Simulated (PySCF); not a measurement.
**[B5H5O]2− ([closo-1-(OH)B5H4]2-): HF/def2-SVPD**

Aim: the vertical singlet–triplet gap of [B5H5O]2− ([closo-1-(OH)B5H4]2-) at HF/def2-SVPD, from 2 runs. Input form: a Python script.

The results are computed with PySCF 2.14.0.

**1. The molecule**

The species is [B5H5O]2− (11 atoms), meant as a singlet with charge -2. The shape is that of a GFN2-xTB optimisation.

Bond lengths: B1–B3 1.639 Å, B2–B3 1.628 Å, B1–B4 1.629 Å, B2–B4 1.641 Å, B3–B5 1.631 Å, B4–B5 1.639 Å, B3–O8 1.636 Å, B1–H6 1.296 Å, B2–H7 1.278 Å, O8–H9 0.957 Å, B4–H10 1.313 Å, B5–H11 1.279 Å. Some angles: B1–B3–B2 70.1°, B1–B3–B5 70.0°, B1–B3–O8 135.6°, B2–B3–B5 70.8°, B2–B3–O8 139.8°, B5–B3–O8 139.4°, B3–B1–B4 96.8°, B3–B2–B4 96.8°, B1–B4–B2 70.0°, B1–B4–B5 70.0°.

**2. The energy at HF/def2-SVPD**

input.py

```python
from pyscf import gto

system = gto.M(
    atom=[
    ('B', (-0.053780, 0.457440, 0.916980)),
    ('B', (0.484200, -1.079390, -0.013940)),
    ('B', (0.553400, 0.435460, -0.605490)),
    ('B', (-0.934120, -0.907550, 0.794000)),
    ('B', (-0.996420, -0.072400, -0.614490)),
    ('H', (0.122390, 1.299640, 1.886240)),
    ('H', (1.258000, -2.090750, -0.123660)),
    ('O', (1.552600, 1.390800, -1.479830)),
    ('H', (1.705880, 2.101830, -0.858550)),
    ('H', (-1.732190, -1.640550, 1.534940)),
    ('H', (-1.959960, 0.105470, -1.436190)),
],
    max_memory=1860,
    charge=-2,
    spin=0,
    verbose=4,
    basis='def2-svpd',
)

mf = system.RHF()
mf.conv_tol = 1e-10
mf.kernel()
if not mf.converged:
    mf = mf.newton().run(mf.mo_coeff, mf.mo_occ)

e_final = mf.e_tot
print(f'total energy: {e_final:.8f} hartree')
```

Launch:

```console
$ OMP_NUM_THREADS=1 python input.py
```

The program printed:

```text
PySCF version 2.14.0

[... 69 lines left out ...]
converged SCF energy = -200.83335379436
total energy: -200.83335379 hartree
```

It took 13 s on 1 thread of Arm Neoverse V1, shared host; peak memory 0.79 GiB.

**3. The triplet at the same level**

run.py

```python
from pyscf import gto

mol = gto.Mole()
mol.atom = '''
B     -0.101629     0.864436     1.732841
B      0.915005    -2.039751    -0.026343
B      1.045774     0.822900    -1.144210
B     -1.765231    -1.715021     1.500443
B     -1.882961    -0.136816    -1.161218
H      0.231284     2.455964     3.564477
H      2.377275    -3.950945    -0.233684
O      2.933989     2.628231    -2.796473
H      3.223646     3.971883    -1.622424
H     -3.273365    -3.100190     2.900616
H     -3.703788     0.199309    -2.714006
'''
mol.max_memory = 1860
mol.charge = -2
mol.spin = 2
mol.basis = 'def2-svpd'
mol.unit = 'bohr'
mol.verbose = 3
mol.build()

mf = mol.UHF()
mf.conv_tol = 1e-10
mf.kernel()
if not mf.converged:
    mf = mf.newton().run(mf.mo_coeff, mf.mo_occ)

energy = mf.e_tot
print('Final energy', energy)
```

Launch:

```console
$ OMP_NUM_THREADS=1 python run.py
```

The program printed:

```text
WARN: HOMO 0.0296246254381813 >= LUMO -0.184376140948863

converged SCF energy = -200.765364337161  <S^2> = 2.0471453  2S+1 = 3.0312672
Final energy -200.7653643371608
```

It took 35 s on 1 thread of Arm Neoverse V1, shared host; peak memory 0.79 GiB.

**4. Summary of results**

At HF/def2-SVPD:

| quantity | value |
| --- | --- |
| singlet: total energy | -200.83335 Eh |
| singlet: HOMO energy | 1.88 eV |
| singlet: LUMO energy | 8.49 eV |
| singlet: HOMO–LUMO gap (to an unbound level, set by the basis) | 6.60 eV |
| triplet: total energy | -200.76536 Eh |
| triplet: HOMO energy (highest over α and β) | 5.05 eV |
| triplet: LUMO energy (lowest over α and β) | 7.83 eV |
| triplet: ⟨S²⟩ | 2.047 |
| vertical energy of the triplet above the singlet | 1.850 eV |

In words: At this shape the triplet lies 1.85 eV (179 kJ/mol) above the singlet. Its highest level lies above zero, so the electron may be held by the basis, which then sets this gap. Mulliken charges (singlet) run from -1.00 on O8 to +0.32 on B3; in a basis this large or diffuse they mean little. The HOMO (singlet) lies at positive energy, 1.88 eV: the electron is unbound at this level or held by a compact basis; values depend on the basis. The HOMO (triplet) lies at positive energy, 5.05 eV: the electron is unbound at this level or held by a compact basis; values depend on the basis.
